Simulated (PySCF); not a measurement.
# BH6NSSi: electronic excitations at several levels of theory

Aim: compute the electronic excitations of BH6NSSi (`NBS[SiH3]`) at several levels, and see how far they spread and what each costs.

The runs use PySCF 2.14.0, with density-fitted response routines of our own; the level of theory stands in each step. All values are computed, except where a source is named. Atoms are numbered from 0 throughout.

## 1. Starting geometry

10 atoms, charge 0, multiplicity 1; geometry from: PBE0-D3(BJ)/def2-SVP.

Bonds of the start (Å): N0–B1 1.39, B1–S2 1.83, S2–Si3 2.15, N0–H4 1.01, N0–H5 1.01, B1–H6 1.21, Si3–H7 1.49, Si3–H8 1.49, Si3–H9 1.49.

## 2. Excited states and response: PBE0/def2-TZVP

Job settings and geometry (Å):

```
{"job": {"kind": "uv", "xc": "PBE0", "basis": "def2-TZVP"}, "charge": 0, "multiplicity": 1}
N      2.347167     0.063455    -0.106520
B      0.962206     0.180342    -0.170257
S     -0.084245    -0.908908     0.861080
Si    -2.010125    -0.208898     0.220905
H      2.827868    -0.604714     0.482711
H      2.961668     0.644535    -0.660021
H      0.464948     1.000158    -0.907471
H     -3.019959    -0.986297     0.996044
H     -2.181454     1.246979     0.503047
H     -2.220310    -0.445164    -1.238313
```

Level: TDDFT PBE0/def2-TZVP, vertical, gas phase, core orbitals frozen in the response.

Run with:

```console
$ OMP_NUM_THREADS=1 python probes_run.py task.json out
```

The driver reads the jobs from task.json and runs them one after another.

The log of the run:

```text
coarse grid: 9120 points
cycle   1  E = -770.6457236159  dE =  1.236e-01  |g| = 3.681e-01  |ddm| = 2.247e+00
cycle   2  E = -770.6341779247  dE =  1.155e-02  |g| = 4.412e-01  |ddm| = 5.951e-01
cycle   3  E = -770.6773676650  dE = -4.319e-02  |g| = 6.013e-02  |ddm| = 3.211e-01
cycle   4  E = -770.6781587136  dE = -7.910e-04  |g| = 2.458e-02  |ddm| = 5.682e-02
cycle   5  E = -770.6783035842  dE = -1.449e-04  |g| = 4.407e-03  |ddm| = 2.143e-02
cycle   6  E = -770.6783079315  dE = -4.347e-06  |g| = 1.616e-03  |ddm| = 4.886e-03
final grid: 78104 points
cycle   7  E = -770.6735106697  dE = -2.596e-05  |g| = 7.346e-03  |ddm| = 2.905e-02
cycle   8  E = -770.6735001259  dE =  1.054e-05  |g| = 9.571e-03  |ddm| = 1.025e-02
cycle   9  E = -770.6735211842  dE = -2.106e-05  |g| = 9.887e-04  |ddm| = 6.196e-03
cycle  10  E = -770.6735213726  dE = -1.883e-07  |g| = 2.262e-04  |ddm| = 5.707e-04
cycle  11  E = -770.6735213846  dE = -1.203e-08  |g| = 5.963e-05  |ddm| = 1.930e-04
cycle  12  E = -770.6735213857  dE = -1.074e-09  |g| = 1.520e-05  |ddm| = 4.877e-05
cycle  13  E = -770.6735213857  dE = -6.526e-11  |g| = 3.401e-06  |ddm| = 1.390e-05
converged SCF energy = -770.6735213857

Static polarisability (au): isotropic 69.604, principal 52.980 64.470 91.362

Singlet excitations
state   eV       nm        f      main configurations
  1   6.0703    204.2   0.00753   H->L+1 0.97
  2   6.2242    199.2   0.14372   H->L 0.95
  3   6.8980    179.7   0.00317   H->L+2 0.77, H->L+3 0.15
  4   6.9583    178.2   0.00359   H-1->L 0.94
  5   7.0767    175.2   0.00617   H->L+3 0.81, H->L+2 0.15
  6   7.4803    165.7   0.09485   H-1->L+1 0.86
  7   7.7343    160.3   0.00604   H->L+4 0.76, H->L+5 0.12
  8   7.9055    156.8   0.02277   H->L+5 0.61, H-1->L+2 0.10, H->L+4 0.09
  9   8.0168    154.7   0.00595   H->L+6 0.86
 10   8.2059    151.1   0.01147   H-2->L+1 0.75

Triplet excitations (Tamm-Dancoff, eV): 5.2787 5.7127 6.5176 6.5825
```

It took 5.9 s on 1 thread of AMD EPYC 9R45, shared host; peak memory 0.75 GiB.

Frontier orbitals and where they lie:

```csv
orbital,eV,atoms
HOMO−3,-9.50,"Si3 37 %, H7 31 %, S2 17 %"
HOMO−2,-9.13,"N0 54 %, B1 24 %, S2 7 %"
HOMO−1,-8.45,"S2 57 %, B1 17 %, H6 10 %"
HOMO,-7.21,"S2 59 %, N0 16 %, B1 9 %"
LUMO,0.07,"B1 55 %, Si3 14 %, N0 13 %"
LUMO+1,0.26,"Si3 57 %, S2 18 %, B1 8 %"
LUMO+2,0.97,"Si3 24 %, B1 23 %, H5 20 %"
```

With each of the 10 states as a Gaussian band of 0.4 eV half-width at 1/e, the curve within the window shown has maxima at 200 nm (ε 6,100), 165 nm (ε 4,500) L/(mol cm). Beyond the last state computed it falls off for lack of states. The curve at chosen wavelengths:

nm, ε (L/mol/cm) and a bar:
```
      146        427 #
      149        905 ###
      152       1537 #######
      156       2552 ############
      159       3427 ################
      162       4209 ####################
      165       4532 ######################
      168       4182 ####################
      172       2997 ##############
      175       2081 #########
      178       1465 ######
      181       1272 #####
      184       1554 #######
      188       2656 ############
      191       3848 ##################
      194       5030 #########################
      197       5856 #############################
      200       6092 ##############################
      204       5461 ###########################
      207       4504 ######################
      210       3409 ################
      213       2386 ###########
      216       1555 #######
      220        795 ###
      223        449 #
      226        241
```

Further results of this job:

```csv
property,computed
dipole moment (D),2.00
polarisability (Å³),10.31
HOMO–LUMO gap (eV),7.27
−ε(HOMO) (eV),7.21
```

## 3. Excited states and response: PBE0/aug-cc-pVDZ

Same as in step 2 but for these lines:

```diff
@@ -1,2 +1,2 @@
-{"job": {"kind": "uv", "xc": "PBE0", "basis": "def2-TZVP"}, "charge": 0, "multiplicity": 1}
+{"job": {"kind": "uv", "xc": "PBE0", "basis": "aug-cc-pVDZ"}, "charge": 0, "multiplicity": 1}
 N      2.347167     0.063455    -0.106520
```

Method: TDDFT PBE0/aug-cc-pVDZ, vertical, gas phase, core orbitals frozen in the response.

The log of the run:

```text
coarse grid: 9120 points
cycle   1  E = -770.5879991485  dE =  1.633e-01  |g| = 3.443e-01  |ddm| = 6.434e+00
cycle   2  E = -770.5761771210  dE =  1.182e-02  |g| = 4.185e-01  |ddm| = 1.458e+00
cycle   3  E = -770.6183915411  dE = -4.221e-02  |g| = 5.308e-02  |ddm| = 6.800e-01
cycle   4  E = -770.6190821726  dE = -6.906e-04  |g| = 1.845e-02  |ddm| = 1.145e-01
cycle   5  E = -770.6191788433  dE = -9.667e-05  |g| = 4.215e-03  |ddm| = 5.086e-02
cycle   6  E = -770.6191848645  dE = -6.021e-06  |g| = 1.012e-03  |ddm| = 9.989e-03
final grid: 78104 points
cycle   7  E = -770.6327543095  dE = -1.183e-05  |g| = 6.211e-03  |ddm| = 7.620e-02
cycle   8  E = -770.6327443352  dE =  9.974e-06  |g| = 8.878e-03  |ddm| = 2.501e-02
cycle   9  E = -770.6327643464  dE = -2.001e-05  |g| = 5.487e-04  |ddm| = 1.391e-02
cycle  10  E = -770.6327644181  dE = -7.172e-08  |g| = 1.594e-04  |ddm| = 1.324e-03
cycle  11  E = -770.6327644249  dE = -6.855e-09  |g| = 3.909e-05  |ddm| = 3.226e-04
cycle  12  E = -770.6327644255  dE = -5.680e-10  |g| = 8.521e-06  |ddm| = 8.776e-05
converged SCF energy = -770.6327644255

Static polarisability (au): isotropic 75.092, principal 58.786 69.817 96.672

Singlet excitations
state   eV       nm        f      main configurations
  1   5.7894    214.2   0.00416   H->L 0.88
  2   6.0884    203.6   0.13500   H->L+1 0.95
  3   6.2732    197.6   0.01006   H->L+2 0.86
  4   6.4740    191.5   0.01352   H->L+3 0.91
  5   6.8400    181.3   0.00531   H->L+4 0.94
  6   6.9162    179.3   0.00145   H-1->L+1 0.95
  7   7.1012    174.6   0.00033   H->L+6 0.86
  8   7.1692    172.9   0.04920   H->L+5 0.63, H-1->L 0.29
  9   7.2390    171.3   0.05990   H-1->L 0.59, H->L+5 0.34
 10   7.4056    167.4   0.00040   H->L+7 0.67, H->L+9 0.22

Triplet excitations (Tamm-Dancoff, eV): 5.2445 5.5354 6.0869 6.3310
```

Run time: 5.2 s. Hardware: 1 thread of AMD EPYC 9R45, shared host; peak memory 0.7 GiB.

In short: HOMO -7.20 eV, LUMO -0.27 eV; lowest singlet 5.79 eV.

## 4. Ultraviolet spectrum: PBE0/def2-TZVPD

Same as in step 3 but for these lines:

```diff
@@ -1,2 +1,2 @@
-{"job": {"kind": "uv", "xc": "PBE0", "basis": "aug-cc-pVDZ"}, "charge": 0, "multiplicity": 1}
+{"job": {"kind": "uv", "xc": "PBE0", "basis": "def2-TZVPD"}, "charge": 0, "multiplicity": 1}
 N      2.347167     0.063455    -0.106520
```

With the program's defaults for keys left out, this is: TDDFT PBE0/def2-TZVPD, vertical, gas phase, core orbitals frozen in the response.

The log of the run:

```text
coarse grid: 9120 points
cycle   1  E = -770.6470589563  dE =  1.239e-01  |g| = 3.671e-01  |ddm| = 2.306e+00
cycle   2  E = -770.6347052853  dE =  1.235e-02  |g| = 4.436e-01  |ddm| = 5.789e-01
cycle   3  E = -770.6785731594  dE = -4.387e-02  |g| = 5.993e-02  |ddm| = 2.889e-01
cycle   4  E = -770.6793508806  dE = -7.777e-04  |g| = 2.485e-02  |ddm| = 5.649e-02
cycle   5  E = -770.6795000576  dE = -1.492e-04  |g| = 4.456e-03  |ddm| = 2.372e-02
cycle   6  E = -770.6795044796  dE = -4.422e-06  |g| = 1.616e-03  |ddm| = 5.283e-03
final grid: 78104 points
cycle   7  E = -770.6746953475  dE = -2.746e-05  |g| = 7.283e-03  |ddm| = 7.424e-02
cycle   8  E = -770.6746848261  dE =  1.052e-05  |g| = 9.521e-03  |ddm| = 1.154e-02
cycle   9  E = -770.6747056402  dE = -2.081e-05  |g| = 9.946e-04  |ddm| = 6.401e-03
cycle  10  E = -770.6747058321  dE = -1.918e-07  |g| = 2.251e-04  |ddm| = 6.651e-04
cycle  11  E = -770.6747058438  dE = -1.176e-08  |g| = 6.179e-05  |ddm| = 2.169e-04
cycle  12  E = -770.6747058450  dE = -1.161e-09  |g| = 1.551e-05  |ddm| = 5.431e-05
cycle  13  E = -770.6747058451  dE = -6.503e-11  |g| = 3.524e-06  |ddm| = 1.563e-05
converged SCF energy = -770.6747058451

Static polarisability (au): isotropic 75.009, principal 58.599 69.866 96.561

Singlet excitations
state   eV       nm        f      main configurations
  1   5.8555    211.7   0.00580   H->L 0.92
  2   6.0666    204.4   0.13310   H->L+1 0.95
  3   6.4007    193.7   0.00327   H->L+2 0.88
  4   6.6238    187.2   0.01409   H->L+3 0.95
  5   6.8512    181.0   0.00165   H-1->L+1 0.97
  6   7.0500    175.9   0.00466   H->L+4 0.85, H->L+5 0.10
  7   7.1795    172.7   0.00306   H->L+5 0.81, H->L+4 0.12
  8   7.2442    171.1   0.10354   H-1->L 0.86
  9   7.4685    166.0   0.01675   H->L+6 0.93
 10   7.5449    164.3   0.00154   H->L+7 0.78

Triplet excitations (Tamm-Dancoff, eV): 5.2036 5.5701 6.1948 6.3962
```

Wall time 8.4 s (1 thread of AMD EPYC 9R45, shared host); peak memory 0.81 GiB.

Key values: HOMO -7.24 eV, LUMO -0.16 eV; lowest singlet 5.86 eV.

## 5. TDDFT and polarisability: PBE0/6-31+G*

Same as in step 4 but for these lines:

```diff
@@ -1,2 +1,2 @@
-{"job": {"kind": "uv", "xc": "PBE0", "basis": "def2-TZVPD"}, "charge": 0, "multiplicity": 1}
+{"job": {"kind": "uv", "xc": "PBE0", "basis": "6-31+G*"}, "charge": 0, "multiplicity": 1}
 N      2.347167     0.063455    -0.106520
```

Level: TDDFT PBE0/6-31+G*, vertical, gas phase, core orbitals frozen in the response.

The log of the run:

```text
coarse grid: 9120 points
cycle   1  E = -770.5967867375  dE =  1.512e-01  |g| = 3.428e-01  |ddm| = 2.768e+00
cycle   2  E = -770.5866911675  dE =  1.010e-02  |g| = 4.092e-01  |ddm| = 7.954e-01
cycle   3  E = -770.6280846005  dE = -4.139e-02  |g| = 5.296e-02  |ddm| = 4.440e-01
cycle   4  E = -770.6287346766  dE = -6.501e-04  |g| = 1.870e-02  |ddm| = 7.334e-02
cycle   5  E = -770.6288372469  dE = -1.026e-04  |g| = 3.897e-03  |ddm| = 3.046e-02
cycle   6  E = -770.6288423286  dE = -5.082e-06  |g| = 7.697e-04  |ddm| = 8.064e-03
final grid: 78104 points
cycle   7  E = -770.5786049578  dE = -8.476e-06  |g| = 6.453e-03  |ddm| = 2.370e-02
cycle   8  E = -770.5785941402  dE =  1.082e-05  |g| = 9.265e-03  |ddm| = 1.563e-02
cycle   9  E = -770.5786162072  dE = -2.207e-05  |g| = 5.608e-04  |ddm| = 9.071e-03
cycle  10  E = -770.5786162848  dE = -7.757e-08  |g| = 1.578e-04  |ddm| = 7.212e-04
cycle  11  E = -770.5786162917  dE = -6.884e-09  |g| = 3.040e-05  |ddm| = 2.629e-04
cycle  12  E = -770.5786162920  dE = -3.165e-10  |g| = 7.542e-06  |ddm| = 6.986e-05
converged SCF energy = -770.5786162920

Static polarisability (au): isotropic 66.432, principal 50.627 62.262 86.407

Singlet excitations
state   eV       nm        f      main configurations
  1   5.8098    213.4   0.00405   H->L 0.92
  2   6.3034    196.7   0.15296   H->L+1 0.94
  3   6.3695    194.7   0.01488   H->L+2 0.89
  4   6.5962    188.0   0.00651   H->L+3 0.95
  5   7.0608    175.6   0.00558   H->L+4 0.96
  6   7.1095    174.4   0.00220   H-1->L+1 0.96
  7   7.2611    170.8   0.11671   H-1->L 0.89
  8   7.3156    169.5   0.00192   H->L+5 0.91
  9   7.6125    162.9   0.02617   H->L+6 0.92
 10   7.6919    161.2   0.01541   H-2->L 0.47, H->L+7 0.36

Triplet excitations (Tamm-Dancoff, eV): 5.4241 5.5438 6.1772 6.4585
```

It took 2.6 s on 1 thread of AMD EPYC 9R45, shared host; peak memory 0.48 GiB.

In short: HOMO -7.18 eV, LUMO -0.18 eV; lowest singlet 5.81 eV.

## 6. Side by side: electronic excitations

Excitations and ground-state properties, with basis size and wall time:

```csv
run,lowest singlet (eV),brightest (eV),f,gap (eV),α (Å³),μ (D),functions,time
PBE0/def2-TZVP,6.07,6.22,0.144,7.27,10.31,2.00,172,5.9 s
PBE0/aug-cc-pVDZ,5.79,6.09,0.135,6.92,11.13,1.91,154,5.2 s
PBE0/def2-TZVPD,5.86,6.07,0.133,7.08,11.12,1.94,217,8.4 s
PBE0/6-31+G*,5.81,6.30,0.153,7.00,9.84,1.96,92,2.6 s
```

## 7. Summary of results

| quantity | value |
| --- | --- |
| lowest singlet (PBE0/def2-TZVP) | 6.07 eV (204 nm), f = 0.008 |
| brightest single state of those computed | state 2, 6.22 eV, f = 0.144 |
| lowest triplet | 5.28 eV |
| range of the lowest singlet | 5.79 to 6.07 eV |

What this shows: Single values in the summary come from the first run of each kind that ended normally (PBE0/def2-TZVP), which need not be the best level. The lowest singlet, at 6.07 eV, is HOMO→LUMO+1 0.97 and is weak; of the 10 states computed, the strongest absorption comes from state 2 at 6.22 eV. The lowest triplet lies 0.79 eV below the lowest singlet (triplets in Tamm-Dancoff, singlets in full TDDFT). The lowest singlet runs from 5.79 eV (PBE0/aug-cc-pVDZ) to 6.07 eV (PBE0/def2-TZVP), while the orbital gap spans 6.92 to 7.27 eV. The lowest state need not be the same one in every run.
